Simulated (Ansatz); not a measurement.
# Cl: the band gap up the ladder of functionals

An exercise on one series of results from a longer session: the logs are not shown, and one member is left open.

Program: Ansatz 0.2.0. PAW datasets, plane waves. Computed at 0 K without zero-point motion; spin polarisation is off.

### The system as given

The cell was relaxed beforehand with r2SCAN+rVV10.

It is orthorhombic, Cmce (No. 64); conventional cell a = 6.250 Å, b = 4.014 Å, c = 8.147 Å, 25.55 Å³ an atom. Around Cl lie 1 Cl at 2.02 Å.

As a file:

```cif
data_structure
_symmetry_space_group_name_H-M 'Cmce'
_symmetry_Int_Tables_number 64
_cell_length_a 6.2505
_cell_length_b 4.0145
_cell_length_c 8.1466
_cell_angle_alpha 90.000
_cell_angle_beta 90.000
_cell_angle_gamma 90.000
_cell_volume 204.42
loop_
_atom_site_label
_atom_site_type_symbol
_atom_site_symmetry_multiplicity
_atom_site_Wyckoff_symbol
_atom_site_fract_x
_atom_site_fract_y
_atom_site_fract_z
_atom_site_occupancy
Cl1 Cl 8 f 0.50000 0.62436 0.60748 1
```

The first run:

File input.yaml:

```yaml
crystal:
  lattice:
    - [3.1252370394, -2.0072451632, 0.0]
    - [3.1252370394, 2.0072451632, 0.0]
    - [0.0, 0.0, 8.1465600009]
  atoms:
    - { symbol: Cl, position: [0.8756350364, 0.1243649636, 0.6074783301] }
    - { symbol: Cl, position: [0.1243649636, 0.8756350364, 0.3925216699] }
    - { symbol: Cl, position: [0.6243649636, 0.3756350364, 0.1074783301] }
    - { symbol: Cl, position: [0.3756350364, 0.6243649636, 0.8925216699] }
kpoints:
  mp_grid: { grid: [8, 8, 4] }
  band_path:
    path:
      - [[0.0, 0.0, 0.0], [0.5, 0.5, 7.167380617729e-18], [0.3531276029307, 0.6468723970693, 7.167380617729e-18]]
      - [[-0.3531276029307, 0.3531276029307, -1.302969275373e-32], [0.0, 0.0, 0.0], [-2.297997560483e-35, -5.427239954831e-35, 0.5], [-0.3531276029307, 0.3531276029307, 0.5]]
      - [[0.3531276029307, 0.6468723970693, 0.5], [0.5, 0.5, 0.5], [0.5, 0.5, 7.167380617729e-18]]
      - [[0.0, 0.0, 0.0], [-3.998215527829e-17, 0.5, 3.583690308864e-18], [-3.943892922596e-17, 0.5, 0.5], [-2.297997560483e-35, -5.427239954831e-35, 0.5], [0.5, 0.5, 0.5]]
    npoints: 10
hamiltonian:
  xc: pbe
scf:
  occupations: { method: fermi_dirac, width: 0.02 }
  n_extra_bands: 5
output:
  forces: true
  stress: true
  eigenvalues: true
```

Command:

```
> ansatz run input.yaml --threads 2 --pin off --max-ram 2211MiB --backend cpu --events-out ev --progress --plain --runs-dir out
```

Steps of the session up to this table: PBE band path; Single point with r2SCAN; HSE06 at the same geometry; Single point with PBE0; LDA; One-shot GW from PBE; Quasiparticle levels, G0W0@PBE; DDH-PBE0 at the same geometry; Hartree-Fock; Single point with r2SCANh.

One table of the session follows, with a row left open; its other results are not shown here.

| level | gap (eV) |
| --- | --- |
| PBE | ? |
| r2SCAN | 2.57 |
| HSE06 | 3.80 |
| PBE0 | 4.57 |
| LDA | 2.05 |
| G0W0@PBE (305 empty bands) | 4.54 |
| G0W0@PBE (757 empty bands) | 4.55 |
| DDH-PBE0 | 4.51 |
| Hartree-Fock | 12.01 |
| r2SCANh | 3.45 |

Q: Estimate the row for PBE from the others.

The run gave: gap (eV): 2.20. In the column «gap (eV)» it lies between LDA (2.05) and r2SCAN (2.57).

Meshes: PBE 8×8×4, r2SCAN 8×8×4, HSE06 6×6×2, PBE0 6×6×2, LDA 8×8×4, DDH-PBE0 6×6×2, Hartree-Fock 6×6×2, r2SCANh 6×6×2

PBE reaches 48 % of the G0W0@PBE value, and r2SCAN 56 %. PBE0 lies 0.77 eV above HSE06, which differs from it by screening the long-range exchange. Hartree-Fock lies above G0W0@PBE by 7.5 eV. The levels disagree on whether the gap is direct. No extrapolation in bands, cutoff or mesh was made for G0W0.

To keep in mind: Warnings in the runs' records: stress exchange threshold loose, stress scf threshold loose.
